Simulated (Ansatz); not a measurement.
GdO: projected density of states with r2SCAN+U

The system is GdO.

```
CELL_PARAMETERS angstrom
2.80181 0.00000 0.00000
0.00000 2.80181 0.00000
0.00000 0.00000 2.80181
ATOMIC_POSITIONS crystal
Gd 0.00000 0.00000 0.00000
O 0.50000 0.50000 0.50000
```

The cell comes from a database or a generator and needn't be the stable form of this composition.

- Program: Ansatz 0.2.0
- Task: projected density of states
- Functional: r2SCAN
- Potentials or basis: Ansatz PAW
- Cutoff: 500 eV (not typed: the program's choice for these potentials)
- k mesh: 9 × 9 × 9
- Occupations: fermi-dirac, width 0.05 eV
- Spin: collinear spin, ferromagnetic start
- Starting moments: [7.0, 0.0] μB
- Hubbard terms: Gd f U = 2 eV
- Hubbard projectors: ortho-atomic (the default)
- Double counting: fll (the default)

- Pressure: 51.6 GPa
- Band gap on the k mesh: none (metal or under the smearing width)
- Net moment: 7.58 μB per cell
- Absolute moment: 7.62 μB per cell
- Site moments: Gd +7.16; O -0.00 μB
- Density of states at the Fermi level: 0.43 states/eV per cell

Levels at points of the mesh, in eV from the Fermi level:
Spin up:
```csv
k point,band 13,band 14,band 15,band 16,band 17,band 18
"(0.00, 0.00, 0.00)",-4.44,-4.44,-4.44,-4.03,-4.03,3.12
```
Spin down:
```
           k point  band 5  band 6  band 7  band 8  band 9  band 10  band 11  band 12
(0.00, 0.00, 0.00)  -20.65   -4.93   -4.93   -4.93   -1.95    -1.95     2.13     2.13
```

States per cell in windows of 1 eV (zero at the Fermi level; states under -8 eV left out):
```
from (eV)    up  down  Gd 4f down  Gd 4f up  Gd 5d down  Gd 5d up  O 2p down  O 2p up
     -8.0  3.98  0.94        0.01      3.49        0.15      0.06       0.70     0.40
     -7.0  3.49  0.95        0.02      2.85        0.09      0.12       0.78     0.48
     -6.0  1.12  0.71        0.02      0.27        0.04      0.08       0.63     0.73
     -5.0  0.06  0.00        0.00      0.01        0.00      0.00       0.00     0.05
     -4.0  0.06  0.00        0.00      0.00        0.00      0.05       0.00     0.00
     -3.0  0.17  0.00        0.00      0.00        0.00      0.15       0.00     0.01
     -2.0  0.30  0.07        0.00      0.00        0.07      0.27       0.00     0.02
     -1.0  0.22  0.19        0.02      0.00        0.16      0.19       0.00     0.01
      0.0  0.19  0.35        0.08      0.00        0.25      0.16       0.01     0.01
      1.0  0.31  3.06        2.62      0.00        0.33      0.24       0.03     0.02
      2.0  0.48  4.01        3.79      0.00        0.13      0.35       0.05     0.04
      3.0  0.71  0.59        0.20      0.00        0.29      0.57       0.03     0.07
      4.0  0.47  0.53        0.07      0.00        0.36      0.32       0.04     0.06
      5.0  0.09  0.83        0.04      0.00        0.62      0.06       0.09     0.02
      6.0  0.00  0.36        0.01      0.00        0.23      0.00       0.06     0.00
      7.0  0.00  0.02        0.00      0.00        0.01      0.00       0.00     0.00
```

Eigenvalues of the final occupation matrices:
```csv
site,spin,trace,eigenvalues
site 1,1,6.98,1.00 1.00 1.00 1.00 1.00 1.00 1.00
site 1,2,0.06,0.01 0.01 0.01 0.01 0.01 0.01 0.02
```

It took 7.9 s on 2 threads of Arm Neoverse V2 (shared host), peak memory 0.42 GiB.

Caveat: the magnetic or orbital state may not be the lowest; a pressure of tens of GPa on the cell as given is suspect, and the run, the potentials or the cell itself is likely at fault; spin-orbit coupling is left out, which moves the levels of the heavy elements; a cell with one magnetic atom can't hold antiferromagnetic order, which such compounds often take; the PAW data sets come from PBE, with cores solved anew for the run's functional, which leaves a small shift of forces and pressure. The state reached can hang on the start; a lower one may exist.
